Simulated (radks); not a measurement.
**Ba³⁺ in [Kr] 4d10 5s2 5p5: an all-electron calculation**

Aim: the levels, the sizes of the orbitals and the parts of the energy of the barium ion Ba3+.

Method: scalar-relativistic Kohn-Sham, XLYP, spin-polarised, spherical densities, finite nucleus; open shells are filled with parallel spins first. Code: radks (a radial shooting solver on a logarithmic mesh, Libxc functionals) version 1.

## (1) The atom as given

| Property | Result |
| --- | --- |
| element | barium (Z = 56) |
| charge | +3 |
| electrons | 53 |
| configuration | [Kr] 4d10 5s2 5p5 |
| nuclear rms radius | 4.8378 fm |

Outer shells as boxes (Hund's rule):

Ba³⁺
```
[Kr] core
4d [↑↓][↑↓][↑↓][↑↓][↑↓]
5s [↑↓]
5p [↑↓][↑↓][↑ ]
```

## (2) The calculation

The run's settings:

```text
Z 56
configuration [Kr] 4d10 5s2 5p5 6s0 4f0 5d0 6p0
relativity scalar-relativistic
functional xlyp
spin polarised
nucleus finite rms 4.8378 fm
c 137.035999084
```

**Question.** What will this run give?

**Answer**, as computed:

```
                        quantity                     value
                    total energy        -8134.6932 hartree
exchange-correlation share of it                    2.44 %
                            −T/E                    1.0556
          highest occupied level       5p down, -41.542 eV
    most extended occupied level  5p down, <r> = 1.84 bohr
 radius at density 0.001 e/bohr³                 3.57 bohr
    maxima of the radial density                         4
         ionisation energy, NIST       47.0 (semi-emp.) eV
```

The radial density shows 4 maxima for 5 occupied principal shells; where shells overlap, one shows as a shoulder or not at all. −T/E is 1.056: with relativity the kinetic term as defined here no longer equals −E. The top level binds by 41.542 eV, 88 % of the NIST ionisation energy of 47.0 eV; the potential of a semilocal functional falls off too fast, so its top eigenvalue is too shallow. Open shells are spherical and high-spin; term and fine-structure splittings are not resolved. Spin-orbit splitting is averaged out at the scalar-relativistic level.
